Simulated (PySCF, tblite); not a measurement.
# C2H9B3FN: geometry, infrared bands and NMR shifts

Aim: predict the infrared bands and NMR shifts of C2H9B3FN (`BCN(B)CBF`).

The runs use tblite 0.8.0 and PySCF 2.14.0, with density-fitted response routines of our own; the level of theory stands in each step. All values are computed, except where a source is named. Atoms are numbered from 0 throughout.

### 1 The molecule as given

16 atoms, charge 0, multiplicity 1; geometry from: force field or distance geometry start.

Bonds of the start (Å): B0–C1 1.56, C1–N2 1.43, N2–B3 1.52, N2–C4 1.44, C4–B5 1.59, B5–F6 1.46, B0–H7 1.21, B0–H8 1.19, C1–H9 1.13, C1–H10 1.12, B3–H11 1.20, B3–H12 1.19, C4–H13 1.13, C4–H14 1.11, B5–H15 1.19.

### 2 Geometry optimisation with GFN2-xTB

The job: settings as JSON, then the geometry in Å.

```
{"job": {"kind": "relax", "xc": "GFN2-xTB", "basis": "xTB"}, "charge": 0, "multiplicity": 1}
B     -0.968800     1.752000     0.116700
C     -1.213200     0.221800     0.299500
N     -0.167400    -0.647800    -0.154000
B     -0.611200    -2.076100     0.121400
C      1.113400    -0.481500     0.477700
B      1.716500     0.976900     0.284300
F      2.996200     1.260600     0.933900
H     -1.918500     2.376400    -0.285700
H     -0.326100     2.345700     0.928400
H     -1.370300     0.012200     1.401600
H     -2.152700    -0.100800    -0.226400
H     -1.635800    -2.438100    -0.393400
H      0.229800    -2.924100     0.112500
H      1.838400    -1.212800     0.007400
H      1.019900    -0.698200     1.558400
H      1.442100     1.642800    -0.658800
```

Run with:

```sh
OMP_NUM_THREADS=1 python probes_run.py task.json out
```

This one command runs all jobs of the session in turn.

**Question.** This job is followed by: GFN2-xTB harmonic vibrations, gas phase; GIAO PBE0/pcSseg-1 NMR shielding, non-relativistic, gas phase. What will the session give for the following? strongest single infrared mode (GFN2-xTB); zero-point energy (GFN2-xTB); 13C shifts against TMS (PBE0/pcSseg-1); 1H shifts against TMS (PBE0/pcSseg-1, means over atoms taken as alike); 11B shifts against BF3·OEt2 (PBE0/pcSseg-1); 15N shifts against NH3 (PBE0/pcSseg-1); 19F shifts against CFCl3 (PBE0/pcSseg-1); surface potential, 1st and 99th percentile.

As calculated:

| quantity | value |
| --- | --- |
| strongest single infrared mode (GFN2-xTB) | 1239 cm⁻¹, 216 km/mol |
| zero-point energy (GFN2-xTB) | 73.1 kcal/mol |
| 13C shifts against TMS (PBE0/pcSseg-1) | 69.7, 56.2 ppm |
| 1H shifts against TMS (PBE0/pcSseg-1, means over atoms taken as alike) | 7.87, 5.77, 4.64, 4.20, 3.08 ppm |
| 11B shifts against BF3·OEt2 (PBE0/pcSseg-1) | 87.8, 55.1, 35.7 ppm |
| 15N shifts against NH3 (PBE0/pcSseg-1) | 149.6 ppm |
| 19F shifts against CFCl3 (PBE0/pcSseg-1) | -17.5 ppm |
| surface potential, 1st and 99th percentile | -0.70 V and 1.89 V |

In words: Relaxing lowered the energy by 2.123 eV in 114 steps; the close pair that moved most is N2–B3, from 1.521 to 1.375 Å. All 42 modes are real, so the xTB geometry is a minimum. The strongest single mode, at 1239 cm⁻¹, is spread over several atoms, B5, H14, F6 among them. GFN2-xTB is a fitted tight-binding method: band positions and strengths are rough. Its intensities can rank the bands wrongly. At PBE0/pcSseg-1: The largest span, 464 ppm, is at F6, where the paramagnetic term is -275 ppm. By nearest atom (PBE0/pcSseg-1), the HOMO sits on N2 44 %; B3 14 % and the LUMO on B0 52 %; H7, H8 about 15 % each.
